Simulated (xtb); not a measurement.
# C4H11B (SMILES [H]B([H])C(C)(C)C): GFN1-xTB

What is the electronic atomisation energy of C4H11B at GFN1-xTB? 

The results are computed with xtb 6.7.1.

4 further runs of the same task are left out: 4 set aside as unsound or not needed.

## 1. The system as given

The species is C4H11B (16 atoms), meant as a singlet with charge 0. SMILES: `[H]B([H])C(C)(C)C`. The shape is that of a GFN2-xTB optimisation.

Bond lengths: B1–C4 1.583 Å, C4–C5 1.546 Å, C4–C6 1.534 Å, C4–C7 1.534 Å, B1–H2 1.169 Å, B1–H3 1.168 Å, C5–H8 1.089 Å, C5–H9 1.088 Å, C5–H10 1.088 Å, C6–H11 1.087 Å, C6–H12 1.088 Å, C6–H13 1.090 Å, C7–H14 1.088 Å, C7–H15 1.087 Å, C7–H16 1.090 Å. Some angles: B1–C4–C5 104.0°, B1–C4–C6 113.9°, B1–C4–C7 113.8°, C5–C4–C6 108.2°, C5–C4–C7 108.2°, C6–C4–C7 108.6°, H2–B1–C4 120.2°, H3–B1–C4 120.1°, C4–C5–H8 109.7°, C4–C5–H9 110.9°.

## 2. Energy and gradient at GFN1-xTB

coord

```
$coord angs
     0.8282100     1.4762000     0.0546700  B
     1.8927100     1.5355600     0.5339800  H
     0.2935500     2.4580700    -0.2835900  H
     0.0773100     0.0865300    -0.0500600  C
    -0.6943700    -0.0219300     1.2847600  C
     1.0179500    -1.1206100    -0.1582600  C
    -0.9391400     0.0177800    -1.1975300  C
    -1.2523400    -0.9570000     1.3106800  H
    -0.0109400    -0.0057000     2.1309300  H
    -1.3970900     0.8010300     1.3950000  H
     1.7321600    -1.1295500     0.6614100  H
     1.5733300    -1.0863100    -1.0930100  H
     0.4534500    -2.0523100    -0.1314200  H
    -0.4325300     0.0894300    -2.1577200  H
    -1.6556100     0.8327600    -1.1291900  H
    -1.4866700    -0.9239700    -1.1706400  H
$end
```

Command:

```
$ xtb coord --grad --gfn 1 > coord.out 2> xtb.err
```

Standard output:

```text
* xtb version 6.7.1
[...]
          :  # basis functions                  42          :
[...]
          :  # electrons                        30          :
[...]
          :  Hamiltonian                  GFN1-xTB          :
[...]
          :  net charge                          0          :
          :  unpaired electrons                  0          :
[...]
   *** convergence criteria satisfied after 9 iterations ***
[...]
         ::                     SUMMARY                     ::
         :::::::::::::::::::::::::::::::::::::::::::::::::::::
         :: total energy             -15.764937361692 Eh    ::
         :: gradient norm              0.019460606269 Eh/a0 ::
         :: HOMO-LUMO gap              4.309772635127 eV    ::
         ::.................................................::
         :: SCC energy               -15.987747076650 Eh    ::
         :: -> electrostatic           0.001857362767 Eh    ::
         :: repulsion energy           0.228422681069 Eh    ::
         :: dispersion energy         -0.005612966112 Eh    ::
         :: halogen bond corr.         0.000000000000 Eh    ::
         :: add. restraining           0.000000000000 Eh    ::
         :: total charge              -0.000000000000 e     ::
         :::::::::::::::::::::::::::::::::::::::::::::::::::::
[...]
        15        2.0000           -0.4381390             -11.9224 (HOMO)
        16                         -0.2797577              -7.6126 (LUMO)
[...]
          | TOTAL ENERGY              -15.764937361692 Eh   |
          | GRADIENT NORM               0.019460606269 Eh/α |
          | HOMO-LUMO GAP               4.309772635127 eV   |
           -------------------------------------------------
[...]
```

Standard error:

```text
normal termination of xtb
```

Wall time 0.043 s (1 thread of AMD EPYC 9R14 (Zen 4), shared host).

## 3. The B atom: the energy at GFN1-xTB

xtb.inp

```
$chrg 0
$spin 1
$end
```

struc.tmol

```
$coord
      0.000000000000      0.000000000000      0.000000000000  b
$end
```

Run the same way, it converges to -1.19987 Eh (log not shown).

## 4. The C atom: a single-point energy at GFN1-xTB

in.coord

```
$coord angs
     0.0000000     0.0000000     0.0000000  C
$end
```

Command:

```
$ xtb in.coord --scc --gfn 1 -c 0 -u 2 -P 1 | tee xtb.out
```

Standard output:

```text
* xtb version 6.7.1
[...]
          :  # basis functions                   4          :
[...]
          :  # electrons                         4          :
[...]
          :  Hamiltonian                  GFN1-xTB          :
[...]
          :  net charge                          0          :
          :  unpaired electrons                  2          :
[...]
   *** convergence criteria satisfied after 3 iterations ***
[...]
         ::                     SUMMARY                     ::
         :::::::::::::::::::::::::::::::::::::::::::::::::::::
         :: total energy              -1.739321808014 Eh    ::
         :: gradient norm              0.000000000000 Eh/a0 ::
         :: HOMO-LUMO gap              0.000000000000 eV    ::
         ::.................................................::
         :: SCC energy                -1.739321808014 Eh    ::
         :: -> electrostatic           0.000000000000 Eh    ::
         :: repulsion energy           0.000000000000 Eh    ::
         :: dispersion energy          0.000000000000 Eh    ::
         :: halogen bond corr.         0.000000000000 Eh    ::
         :: add. restraining           0.000000000000 Eh    ::
         :: total charge               0.000000000000 e     ::
         :::::::::::::::::::::::::::::::::::::::::::::::::::::
[...]
         3        0.6667           -0.3694331             -10.0528 (HOMO)
         4        0.6667           -0.3694331             -10.0528 (LUMO)
[...]
          | TOTAL ENERGY               -1.739321808014 Eh   |
          | GRADIENT NORM               0.000000000000 Eh/α |
          | HOMO-LUMO GAP               0.000000000000 eV   |
           -------------------------------------------------
[...]
```

Standard error:

```text
normal termination of xtb
```

It took 0.026 s on 1 thread of AMD EPYC 9R14 (Zen 4), shared host.

## 5. The H atom: the energy at GFN1-xTB

.CHRG

```
0
```

.UHF

```
1
```

geom.xyz

```xyz
1

H      0.00000000     0.00000000     0.00000000
```

Command:

```
$ xtb --gfn 1 --scc --json -- geom.xyz > xtb.out
```

Standard output:

```text
* xtb version 6.7.1
[...]
          :  # basis functions                   2          :
[...]
          :  # electrons                         1          :
[...]
          :  Hamiltonian                  GFN1-xTB          :
[...]
          :  net charge                          0          :
          :  unpaired electrons                  1          :
[...]
   *** convergence criteria satisfied after 3 iterations ***
[...]
         ::                     SUMMARY                     ::
         :::::::::::::::::::::::::::::::::::::::::::::::::::::
         :: total energy              -0.401429474462 Eh    ::
         :: gradient norm              0.000000000000 Eh/a0 ::
         :: HOMO-LUMO gap              8.751550000000 eV    ::
         ::.................................................::
         :: SCC energy                -0.401429474462 Eh    ::
         :: -> electrostatic           0.000000000000 Eh    ::
         :: repulsion energy           0.000000000000 Eh    ::
         :: dispersion energy          0.000000000000 Eh    ::
         :: halogen bond corr.         0.000000000000 Eh    ::
         :: add. restraining           0.000000000000 Eh    ::
         :: total charge               0.000000000000 e     ::
         :::::::::::::::::::::::::::::::::::::::::::::::::::::
[...]
         1        1.0000           -0.4014295             -10.9235 (HOMO)
         2                         -0.0798159              -2.1719 (LUMO)
[...]
          | TOTAL ENERGY               -0.401429474462 Eh   |
          | GRADIENT NORM               0.000000000000 Eh/α |
          | HOMO-LUMO GAP               8.751550000000 eV   |
           -------------------------------------------------
[...]
```

Standard error:

```text
normal termination of xtb
```

Run time: 0.026 s. Hardware: 1 thread of AMD EPYC 9R14 (Zen 4), shared host.

## 6. Summary of results

Level: GFN1-xTB.

| quantity | value |
| --- | --- |
| molecule: total energy | -15.76494 Eh |
| molecule: dipole moment | 0.64 D |
| molecule: HOMO energy | -11.92 eV |
| molecule: LUMO energy | -7.61 eV |
| molecule: HOMO–LUMO gap | 4.31 eV |
| molecule: dispersion energy | -14.74 kJ/mol |
| molecule: largest force on an atom | 0.708 eV/Å |
| B atom: total energy | -1.19987 Eh |
| B atom: dipole moment | 0.00 D |
| B atom: HOMO energy (partly filled) | -7.60 eV |
| B atom: LUMO energy | -7.60 eV |
| C atom: total energy | -1.73932 Eh |
| C atom: dipole moment | 0.00 D |
| C atom: HOMO energy (partly filled) | -10.05 eV |
| C atom: LUMO energy | -10.05 eV |
| H atom: total energy | -0.40143 Eh |
| H atom: dipole moment | 0.00 D |
| H atom: HOMO energy (partly filled) | -10.92 eV |
| electronic atomisation energy | 86.860 eV |

In words: The method runs without spin polarisation, so open shells lack the exchange term that lowers high spin: such energies come out too high. The largest force (molecule) is 0.71 eV/Å: the shape isn't a stationary point for this species at this level. Taking the molecule apart into free atoms costs 86.86 eV (2003 kcal/mol), before zero-point energy and without spin-orbit coupling. Tight-binding and semi-empirical models aren't fitted to free atoms, so this value can be far from the true one.
